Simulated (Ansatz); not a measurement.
## VH2, space group Fm-3m: a convergence test of the k-point mesh, step by step

Program: the Ansatz DFT code, driven from Python.

Run as a notebook:

In [1]:
```python
import warnings

import ansatz as az
import pandas as pd
from pymatgen.core import Lattice, Structure
from pymatgen.io.ase import AseAtomsAdaptor
```

In [2]:
```python
warnings.simplefilter("ignore", az.DeckWarning)
```

In [3]:
```python
pmg_structure = Structure(
    Lattice([[0.0, 2.1355, 2.1355], [2.1355, 0.0, 2.1355], [2.1355, 2.1355, 0.0]]),
    ["V", "H", "H"],
    [
        [0.0, 0.0, 0.0],
        [0.25, 0.25, 0.25],
        [0.75, 0.75, 0.75],
    ],
)
cell = az.Crystal.from_ase(AseAtomsAdaptor.get_atoms(pmg_structure)).moments(V=1.0)

model = (
    cell.calculation()
    .functional("pbesol")
    .accuracy("medium")
    .occupations("Fermi-Dirac")
    .spin(az.SpinTreatment.COLLINEAR)
    .mixing("broyden")
    .scf(tolerance=1e-08)
)
```

In [4]:
```python
rows = []
for value in [0.9, 0.7, 0.55, 0.45, 0.35]:
    report = model.kpoints(spacing=value).run(threads=1, backend="cpu").report
    rows.append((value, report["free_energy_ev"] / len(report["lattice"]["sites"]), report["n_iterations"], report["magnetization_mub"], report["n_kpoints"]))

table = pd.DataFrame(rows, columns=["spacing (1/A)", "F/atom (eV)", "iterations", "moment (muB)", "k-points"])
table.round(5)
```
```text
RunWarning: the starting moments were not kept: the SCF closed with an absolute magnetisation of 1.5e-6 μB, where they sum to 1 μB in size (1 site). That is at most 0.1 of that sum. Measured as dr2_m measures the in/out step, that magnetisation stands 2.1e-12 [...]
```
Out [4]:
```text
   spacing (1/A)  F/atom (eV)  iterations  moment (muB)  k-points
0           0.90   -972.44634          14       0.28797         4
1           0.70   -972.44108          15       0.54714         8
2           0.55   -972.46052          49       0.28408        10
3           0.45   -972.47424          12      -0.00000        16
4           0.35   -972.46820          16       0.00001        29
```

In [5]:
```python
# differences from the last row
for row in rows[:-1]:
    shift = 1000 * (row[1] - rows[-1][1])
    print(f"{row[0]}: {shift:+.2f} meV/atom" + ("  (within 1 meV)" if abs(shift) < 1 else ""))
```
```text
0.9: +21.85 meV/atom
0.7: +27.12 meV/atom
0.55: +7.68 meV/atom
0.45: -6.04 meV/atom
```

Reading the output:
- The SCF didn't keep the moments it started from (some shrank, vanished or turned); what is printed is the state reached.
- The overall sign of a collinear moment is arbitrary, and semilocal functionals can give small moments to compounds that are paramagnetic.
- The structure is a deposited one; some such entries were measured under pressure or heat, so a shift against it needn't be the functional's error alone.
- Warnings are shown shortened and without file and line.
- Shifts are counted from the finest mesh, which is itself no proven limit.
- The script silences the warnings on its input, which a real study should read.
- Timing: 7.3 s on 1 thread of Arm Neoverse V2 (shared host), peak memory 0.43 GiB.

(Lines on the test bed's own set-up are left out of the output.)
